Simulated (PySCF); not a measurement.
# C₆H₅FOS: magnetic properties

Wanted: magnetic properties for C₆H₅FOS (`CC(=O)c1cscc1F`).

Programs: PySCF 2.14.0, with routines of our own; each step states its level. All values are computed. Atoms count from 0.

## Step 1: The system as given

14 atoms, charge 0, multiplicity 1; geometry from: GFN2-xTB.

## Step 2: Magnetic properties: GIAO PBE/pcSseg-1

The job: settings as JSON, then the geometry in Å.

```
{"job": {"kind": "mag", "xc": "PBE", "basis": "pcSseg-1", "isotopologues": 0}, "charge": 0, "multiplicity": 1}
C      2.047281     0.529196     0.336745
C      1.229963    -0.501161    -0.389744
O      1.724724    -1.390215    -1.044574
C     -0.240244    -0.378989    -0.267676
C     -1.087003    -1.262723    -0.885229
S     -2.734470    -0.925469    -0.608418
C     -2.338588     0.435819     0.361323
C     -0.993865     0.596642     0.448759
F     -0.447410     1.596265     1.155373
H      3.103896     0.334756     0.173499
H      1.798509     1.525475    -0.023710
H      1.829647     0.497282     1.402638
H     -0.791348    -2.096226    -1.490949
H     -3.101768     1.038875     0.809796
```

With the program's defaults for keys left out, this is: GIAO PBE/pcSseg-1 magnetisability, rotational g tensor and spin-rotation constants, non-relativistic, gas phase.

The run is started by

```console
> OMP_NUM_THREADS=1 python excited_run.py task.json out
```

This one command runs all jobs of the session in turn.

Output:

```text
coarse grid: 13416 points
cycle   1  E = -803.9160919927  dE =  1.504e+00  |g| = 9.820e-01  |ddm| = 3.910e+00
cycle   2  E = -800.9288748166  dE =  2.987e+00  |g| = 2.897e+00  |ddm| = 4.330e+00
cycle   3  E = -803.7897268203  dE = -2.861e+00  |g| = 1.068e+00  |ddm| = 4.187e+00
cycle   4  E = -804.0842815616  dE = -2.946e-01  |g| = 3.049e-01  |ddm| = 9.593e-01
cycle   5  E = -804.0823275194  dE =  1.954e-03  |g| = 3.115e-01  |ddm| = 5.409e-01
cycle   6  E = -804.1064169028  dE = -2.409e-02  |g| = 9.057e-02  |ddm| = 3.982e-01
cycle   7  E = -804.1081117996  dE = -1.695e-03  |g| = 4.143e-02  |ddm| = 1.389e-01
cycle   8  E = -804.1084878864  dE = -3.761e-04  |g| = 1.725e-02  |ddm| = 5.062e-02
cycle   9  E = -804.1085391019  dE = -5.122e-05  |g| = 7.827e-03  |ddm| = 2.252e-02
cycle  10  E = -804.1085521356  dE = -1.303e-05  |g| = 3.170e-03  |ddm| = 9.754e-03
cycle  11  E = -804.1085547881  dE = -2.652e-06  |g| = 6.902e-04  |ddm| = 4.381e-03
final grid: 128672 points
cycle  12  E = -804.2068960393  dE =  2.386e-06  |g| = 2.100e-02  |ddm| = 5.025e-02
cycle  13  E = -804.2063060150  dE =  5.900e-04  |g| = 5.705e-02  |ddm| = 7.581e-02
cycle  14  E = -804.2069772069  dE = -6.712e-04  |g| = 7.602e-03  |ddm| = 6.398e-02
cycle  15  E = -804.2069889530  dE = -1.175e-05  |g| = 1.239e-03  |ddm| = 8.316e-03
cycle  16  E = -804.2069892629  dE = -3.100e-07  |g| = 4.351e-04  |ddm| = 1.837e-03
cycle  17  E = -804.2069893035  dE = -4.056e-08  |g| = 1.073e-04  |ddm| = 4.693e-04
cycle  18  E = -804.2069893054  dE = -1.904e-09  |g| = 6.330e-05  |ddm| = 1.578e-04
cycle  19  E = -804.2069893065  dE = -1.065e-09  |g| = 1.592e-05  |ddm| = 7.784e-05
cycle  20  E = -804.2069893065  dE = -6.003e-11  |g| = 6.368e-06  |ddm| = 2.108e-05
converged SCF energy = -804.2069893065

Magnetisability tensor (1e-30 J/T^2)
    -1032.14      -58.93      -59.50
      -58.93    -1261.83      401.82
      -59.50      401.82    -1527.56
isotropic -1273.84   principal values   -1818.15  -1089.64   -913.73
isotropic susceptibility -76.712 1e-6 cm^3/mol

Inertial axes            a          b          c
rot. const./GHz      2.3357     1.1627     0.7800
chi total           -63.012    -57.633   -109.492
chi diamagnetic    -583.060  -1095.961  -1560.610
chi paramagnetic    520.048   1038.328   1451.118
quadrupole/D A        3.492     -2.733     -0.759
g nuclear            0.5230     0.5425     0.5338
g electronic        -0.5706    -0.5672    -0.5318
g total             -0.0477    -0.0247     0.0020

Spin-rotation constants (kHz, H = +C I.J)
atom  isotope        aa         bb         cc
  8    19F        3.714      1.657      0.190
  9     1H        0.091     -0.120     -0.093
 10     1H       -0.244     -0.067     -0.012
 11     1H       -0.244     -0.067     -0.012
 12     1H       -0.204      0.122     -0.087
 13     1H       -0.044      0.018     -0.091
  0    13C*       0.367      0.196      0.145
  1    13C*       1.299      0.507      0.178
  2    17O*      -1.612     -1.092     -0.045
  3    13C*       0.915      0.479      0.134
  4    13C*       0.884      0.539      0.112
  5    33S*       0.933      0.435      0.204
  6    13C*       0.754      0.450      0.123
  7    13C*       0.848      0.554      0.216
* in the singly substituted isotopologue
```

Run time: 59 s. Hardware: 1 thread of Arm Neoverse V1, shared host; peak memory 0.67 GiB.

From this job:

| quantity | value |
| --- | --- |
| magnetisability | -1274·10⁻³⁰ J/T² |
| molar susceptibility | -76.7·10⁻⁶ cm³/mol |
| rotational g (a, b, c) | -0.0477, -0.0247, 0.0020 |

Orbitals, density, ELF and potential are computed afterwards from the orbital file.

Frontier orbitals at PBE/pcSseg-1, with the share of their density that lies nearest to each atom:

| orbital | energy (eV) | lies on |
| --- | --- | --- |
| HOMO | -5.84 | O2 71 %; C0, C3 about 8 % each |
| LUMO | -2.56 | C1, C4 about 22 % each; O2 17 %; S5 15 % |

ELF in a plane through or near 12 of the atoms.

Ten even steps from ' ' (0.00) to '@' (1.00):
```
                                                        
                                                        
                                                        
                            ....                        
                        ..==****==    ..====::          
                        ++##%%%%**    **@@@@@@--        
                ....    **%%==##--..::@@@@@@@@##        
            ..::==++--  ::**####--**++%%@@@@@@++        
        ++%%##**----++..  ..++::++%%::******::          
      --@@@@@@@@--::##==::==%%@@++==++##%%**::..        
      --@@@@@@@@####@@++##**------  ==**::--****--      
        ++%%++::..--::####%%::####++##..==++##@@**::    
              ..==######--..==**++--%%++::++@@@@**::    
            ::++%%%%++%%++  ..**++++++==++##%%##==      
            ::++##%%%%@@##  --@@@@@@==    ..::::        
              ..==**####++  ::@@@@@@++                  
                  ....::      ##@@##..                  
                                                        
                                                        
                                                        
```
The map spans 11.5 Å across and 10.1 Å up, centred on the molecule. Atoms in the plane (x, y in Å): C0 (-2.1, 0.4), C1 (-1.2, -0.8), O2 (-1.5, -1.9), C3 (0.3, -0.4), C4 (1.2, -1.4), S5 (2.8, -0.8), C6 (2.3, 0.8), C7 (0.9, 0.9), F8 (0.2, 2.0), H9 (-3.1, 0.0), H12 (1.1, -2.5), H13 (2.9, 1.6).

On the surface of density 0.002 e/bohr³ the electrostatic potential runs, from the 1st to the 99th percentile, from -1.56 V near O2 to 1.34 V near H13.

## Step 3: Magnetic properties: GIAO KT1/pcseg-1

The job, as its differences from that of step 2:

```diff
@@ -1,2 +1,2 @@
-{"job": {"kind": "mag", "xc": "PBE", "basis": "pcSseg-1", "isotopologues": 0}, "charge": 0, "multiplicity": 1}
+{"job": {"kind": "mag", "xc": "KT1", "basis": "pcseg-1"}, "charge": 0, "multiplicity": 1}
 C      2.047281     0.529196     0.336745
```

Method: GIAO KT1/pcseg-1 magnetisability, rotational g tensor and spin-rotation constants, non-relativistic, gas phase.

Output:

```text
coarse grid: 13416 points
cycle   1  E = -811.3535290051  dE =  1.545e+00  |g| = 8.476e-01  |ddm| = 4.430e+00
cycle   2  E = -808.5610692723  dE =  2.792e+00  |g| = 2.739e+00  |ddm| = 4.701e+00
cycle   3  E = -811.3102879328  dE = -2.749e+00  |g| = 8.091e-01  |ddm| = 4.530e+00
cycle   4  E = -811.4970049858  dE = -1.867e-01  |g| = 1.763e-01  |ddm| = 1.019e+00
cycle   5  E = -811.4940850441  dE =  2.920e-03  |g| = 2.057e-01  |ddm| = 4.919e-01
cycle   6  E = -811.5052350899  dE = -1.115e-02  |g| = 4.898e-02  |ddm| = 3.318e-01
cycle   7  E = -811.5058403939  dE = -6.053e-04  |g| = 1.743e-02  |ddm| = 9.699e-02
cycle   8  E = -811.5059204154  dE = -8.002e-05  |g| = 5.860e-03  |ddm| = 2.771e-02
cycle   9  E = -811.5059267872  dE = -6.372e-06  |g| = 2.700e-03  |ddm| = 8.857e-03
final grid: 128672 points
cycle  10  E = -811.6170545948  dE = -5.802e-05  |g| = 2.794e-02  |ddm| = 9.284e-02
cycle  11  E = -811.6164040468  dE =  6.505e-04  |g| = 6.086e-02  |ddm| = 1.041e-01
cycle  12  E = -811.6172058285  dE = -8.018e-04  |g| = 8.705e-03  |ddm| = 7.957e-02
cycle  13  E = -811.6172222387  dE = -1.641e-05  |g| = 1.713e-03  |ddm| = 1.355e-02
cycle  14  E = -811.6172228690  dE = -6.303e-07  |g| = 4.331e-04  |ddm| = 2.285e-03
cycle  15  E = -811.6172229089  dE = -3.983e-08  |g| = 1.432e-04  |ddm| = 5.412e-04
cycle  16  E = -811.6172229136  dE = -4.718e-09  |g| = 5.556e-05  |ddm| = 3.018e-04
cycle  17  E = -811.6172229145  dE = -9.225e-10  |g| = 1.179e-05  |ddm| = 1.030e-04
converged SCF energy = -811.6172229145

Magnetisability tensor (1e-30 J/T^2)
    -1057.54      -56.12      -57.05
      -56.12    -1289.76      387.85
      -57.05      387.85    -1546.46
isotropic -1297.92   principal values   -1826.88  -1115.86   -951.02
isotropic susceptibility -78.163 1e-6 cm^3/mol

Inertial axes            a          b          c
rot. const./GHz      2.3357     1.1627     0.7800
chi total           -64.508    -59.962   -110.017
chi diamagnetic    -584.536  -1097.325  -1561.263
chi paramagnetic    520.027   1037.363   1451.245
quadrupole/D A        4.021     -2.394     -1.627
g nuclear            0.5230     0.5425     0.5338
g electronic        -0.5706    -0.5667    -0.5318
g total             -0.0476    -0.0241     0.0020

Spin-rotation constants (kHz, H = +C I.J)
atom  isotope        aa         bb         cc
  8    19F        3.456      1.527      0.159
  9     1H        0.088     -0.121     -0.095
 10     1H       -0.248     -0.070     -0.013
 11     1H       -0.248     -0.070     -0.013
 12     1H       -0.205      0.118     -0.089
 13     1H       -0.049      0.016     -0.093
  0    13C*       0.307      0.169      0.129
  1    13C*       1.179      0.462      0.162
  2    17O*      -1.448     -0.953     -0.041
  3    13C*       0.826      0.446      0.119
  4    13C*       0.789      0.490      0.094
  5    33S*       0.882      0.408      0.193
  6    13C*       0.678      0.399      0.105
  7    13C*       0.767      0.503      0.193
* in the singly substituted isotopologue
```

Run time: 38 s. Hardware: 1 thread of Arm Neoverse V1, shared host; peak memory 0.57 GiB.

Key values:

| quantity | value |
| --- | --- |
| magnetisability | -1298·10⁻³⁰ J/T² |
| molar susceptibility | -78.2·10⁻⁶ cm³/mol |
| rotational g (a, b, c) | -0.0476, -0.0241, 0.0020 |

## Step 4: The levels compared

| level | ξ (10⁻³⁰ J/T²) | g(a) | g(b) | gap (eV) | functions | time |
| --- | --- | --- | --- | --- | --- | --- |
| GIAO PBE/pcSseg-1 | -1274 | -0.0477 | -0.0247 | 3.29 | 185 | 59 s |
| GIAO KT1/pcseg-1 | -1298 | -0.0476 | -0.0241 | 3.49 | 155 | 38 s |

## Step 5: Results

| quantity | value |
| --- | --- |
| magnetisability (step 2, GIAO PBE/pcSseg-1) | -1274·10⁻³⁰ J/T² |
| molar susceptibility (step 2, GIAO PBE/pcSseg-1) | -76.7·10⁻⁶ cm³/mol |
| rotational g (a, b, c) (step 2, GIAO PBE/pcSseg-1) | -0.0477, -0.0247, 0.0020 |
| surface potential, 1st and 99th percentile | -1.56 V and 1.34 V |
| magnetisability over the levels | -1298 to -1274·10⁻³⁰ J/T² |

What this shows: At PBE/pcSseg-1, counted by nearest atom on the grid, the HOMO lies on O2 71 %; C0, C3 about 8 % each, the LUMO on C1, C4 about 22 % each; O2 17 %. The magnetisability spreads by 1.9 % over 2 levels, from GIAO KT1/pcseg-1 (38 s) to GIAO PBE/pcSseg-1 (59 s); the runs took 38 s to 59 s. Two levels can agree by chance, so this spread shows no convergence. Vibrational averaging and real surroundings are missing from these values.
